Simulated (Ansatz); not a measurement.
Working through the spin response to a magnetic field of CuS, space group Fm-3m

With Ansatz 0.2.0 through its Python package.

The cells in order, each with its output:

In [1]:
```python
from dataclasses import dataclass

import ansatz as az
import numpy as np
```

In [2]:
```python
@dataclass(frozen=True)
class RunConfig:
    xc: str = 'lda'
    kgrid: tuple[int, ...] = (10, 10, 10)
    filling: str = 'Gaussian'
    extra_bands: int = 16
```

In [3]:
```python
opts = RunConfig()
```

In [4]:
```python
cus = (
    az.Lattice.fcc(4.879806)
    .space_group(225)
    .atom('Cu', [0.0, 0.0, 0.0])
    .atom('S', [0.5, 0.0, 0.0])
    .primitive()
)
```

In [5]:
```python
len(cus.resolved().sites)
```
Out [5]:
```text
2
```

In [6]:
```python
base = (
    cus.calculation()
    .functional(opts.xc)
    .basis(24 * az.Ha)
    .accuracy('medium')
    .kpoints(*opts.kgrid, center='gamma')
    .occupations(opts.filling)
    .scf(extra_bands=opts.extra_bands)
    .spin('collinear')
)
# the field acts on the spins alone; such large fields lift the response over the noise
rows = []
for tesla in [-200, 0, 200]:
    r = (base.magnetic_field(tesla) if tesla else base).run(threads=1).report
    rows.append((tesla, r['magnetization_mub'], r['free_energy_ev'], r['components'].get('e_zeeman', 0.0)))
for row in rows:
    print('; '.join(f'{name} = {round(v, 4) if isinstance(v, float) else v}' for name, v in zip(['B (T)', 'moment muB', 'F eV', 'Zeeman term eV'], row)))
slope = np.polyfit([row[0] for row in rows], [row[1] for row in rows], 1)[0]
print(f'dM/dB = {1000 * slope:.4f} muB per 1000 T per cell')
```
```text
RunWarning: this spin-polarised run has no starting moment large enough to seed its density, so its SCF can try parallel moments of its own, which can die out, and starts no order whose moments cancel. Behind that start scf.lower_state_search: light tries no other order and makes no probe for moments, and off searches nothing, so another order or size of moments can lie lower. To look for one, [...]
B (T) = -200; moment muB = -0.0068; F eV = -7425.5328; Zeeman term eV = -0.0001
B (T) = 0; moment muB = 0.0; F eV = -7425.5327; Zeeman term eV = 0.0
B (T) = 200; moment muB = 0.0068; F eV = -7425.5328; Zeeman term eV = -0.0001
dM/dB = 0.0339 muB per 1000 T per cell
```

Reading the output:
- These settings explore the input space; cutoff and mesh may be short of convergence.
- No spin polarisation was allowed.
- For a metal this k-point mesh is coarse: on a finer one energies can move by several to tens of meV an atom and pressures by half a GPa or more, differences at one mesh by less.
- The structure comes from a database of computed cells and needn't be a stable or known phase.
- Warnings are shown shortened and without file and line.
- Orbital magnetism is left out. The response of a metal hangs strongly on mesh and smearing, and a straight-line fit holds only where the moment is linear in the field.
- The whole script took 18 s on 1 thread of Arm Neoverse V2, with other jobs on the host, peak memory 0.45 GiB.

(Lines on the test bed's own set-up are left out of the output.)
